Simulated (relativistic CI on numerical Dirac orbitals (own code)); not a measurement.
# Te²⁺: one ion under different settings

How much do the settings matter for Te²⁺? One ion, several inputs.

Program: relativistic CI on numerical Dirac orbitals (own code) version 3. Level of theory: Dirac-Coulomb-Breit CI, KLI orbitals optimised for each configuration, model QED (radiative potential, 1s self-energy scaled to tabulated hydrogen-like ionisation energies), numerical settings as typed. These are calculated values, not measurements, unless marked.

**1. The atom as given**

| Quantity | Value |
| --- | --- |
| ion | Te²⁺ (Te III) |
| nuclear charge | 52 |
| electrons | 50 |
| isotope | A = 130 |

**2. The usual input**

Settings of the run:

```ini
atom Te  Z=52  charge=2  electrons=50
nucleus A=130  rms_radius_fm=4.7423
hamiltonian dirac-coulomb  breit=on  qed=on  c_scale=1
orbitals kli  potential=per-configuration
slater_scale 1
correlation none
mixing on
grid step=0.0125 r_max=67.1
scf mixing=0.4 start=green max_iterations=150 tolerance=2e-08 node_fill=0.05
configurations
  [Kr] 4d10 5s2 5p2
  [Kr] 4d10 5s 5p3
  [Kr] 4d10 5s2 5p 5d
  [Kr] 4d10 5p4
  [Kr] 4d10 5s2 5d2
end
```

On the command line:

```sh
$ python run_levels.py task.json out
```

One command runs all members of the session, one after another, from task.json.

**3. Node fill 0.01**

The settings differ from step 2 so:

```diff
@@ -8,3 +8,3 @@
 grid step=0.0125 r_max=67.1
-scf mixing=0.4 start=green max_iterations=150 tolerance=2e-08 node_fill=0.05
+scf mixing=0.4 start=green max_iterations=150 tolerance=2e-08 node_fill=0.01
 configurations
```

**4. Node fill 0.2**

The settings differ from step 3 so:

```diff
@@ -8,3 +8,3 @@
 grid step=0.0125 r_max=67.1
-scf mixing=0.4 start=green max_iterations=150 tolerance=2e-08 node_fill=0.01
+scf mixing=0.4 start=green max_iterations=150 tolerance=2e-08 node_fill=0.2
 configurations
```

**5. Speed-of-light factor 0.8**

Settings of the run:

```ini
atom Te  Z=52  charge=2  electrons=50
nucleus A=130  rms_radius_fm=4.7423
hamiltonian dirac-coulomb  breit=on  qed=on  c_scale=0.8
orbitals kli  potential=per-configuration
slater_scale 1
correlation none
mixing on
grid step=0.0125 r_max=67.1
scf mixing=0.4 start=green max_iterations=150 tolerance=2e-08 node_fill=0.05
configurations
  [Kr] 4d10 5s2 5p2
  [Kr] 4d10 5s 5p3
  [Kr] 4d10 5s2 5p 5d
  [Kr] 4d10 5p4
  [Kr] 4d10 5s2 5d2
end
```

**6. Grid step 0.008, tolerance 1e-05, potential mixing 0.7**

Settings of the run:

```ini
atom Te  Z=52  charge=2  electrons=50
nucleus A=130  rms_radius_fm=4.7423
hamiltonian dirac-coulomb  breit=on  qed=on  c_scale=1
orbitals kli  potential=per-configuration
slater_scale 1
correlation none
mixing on
grid step=0.008 r_max=67.1
scf mixing=0.7 start=green max_iterations=150 tolerance=1e-05 node_fill=0.05
configurations
  [Kr] 4d10 5s2 5p2
  [Kr] 4d10 5s 5p3
  [Kr] 4d10 5s2 5p 5d
  [Kr] 4d10 5p4
  [Kr] 4d10 5s2 5d2
end
```

**7. Nuclear radius 474.23**

Settings of the run:

```ini
atom Te  Z=52  charge=2  electrons=50
nucleus A=130  rms_radius_fm=474.2300
hamiltonian dirac-coulomb  breit=on  qed=on  c_scale=1
orbitals kli  potential=per-configuration
slater_scale 1
correlation none
mixing on
grid step=0.0125 r_max=67.1
scf mixing=0.4 start=green max_iterations=67 tolerance=2e-08 node_fill=0.05
configurations
  [Kr] 4d10 5s2 5p2
  [Kr] 4d10 5s 5p3
  [Kr] 4d10 5s2 5p 5d
  [Kr] 4d10 5p4
  [Kr] 4d10 5s2 5d2
end
```

(Steps that only read results are left out.)

Before running it: what results should come out? Wanted: lowest level, usual settings; total energy; first excitation.

**Answer**, as computed:

| setting | total energy less usual (Ha) | largest shift of a level among the lowest eight of both runs, same label and place (cm⁻¹) | SCF iterations | time | lowest level | kind of change |
| --- | --- | --- | --- | --- | --- | --- |
| usual | 0 | 0 | 58 | 0.38 s | 5p2 3P0 | - |
| node fill 0.01 | 0.00353 | 104 | 58 | 0.36 s | 5p2 3P0 | numerical |
| node fill 0.2 | 0.00398 | 346 | 57 | 0.36 s | 5p2 3P0 | numerical |
| speed-of-light factor 0.8 | -111 | 11700 | 61 | 0.37 s | 5p2 3P0 | unphysical constant |
| grid step 0.008, tolerance 1e-05, potential mixing 0.7 | -8.58e-05 | 0.0866 | 37 | 0.45 s | 5p2 3P0 | numerical |
| nuclear radius 474.23 | 468 | 28000 | 55 | 0.34 s | 5p2 3P0 | unsound |

| quantity | value |
| --- | --- |
| lowest level, usual settings | 5p2 3P0 |
| total energy | -6784.3521 Ha |
| first excitation | 4694.5 cm⁻¹ |

**Reading.** Among the runs whose levels can be followed, they move most under «nuclear radius 474.23» (unsound), by up to 28000 cm⁻¹. Only the listed configurations are in the model. Near neutrality, missing correlation can shift configurations against each other by thousands of cm⁻¹.
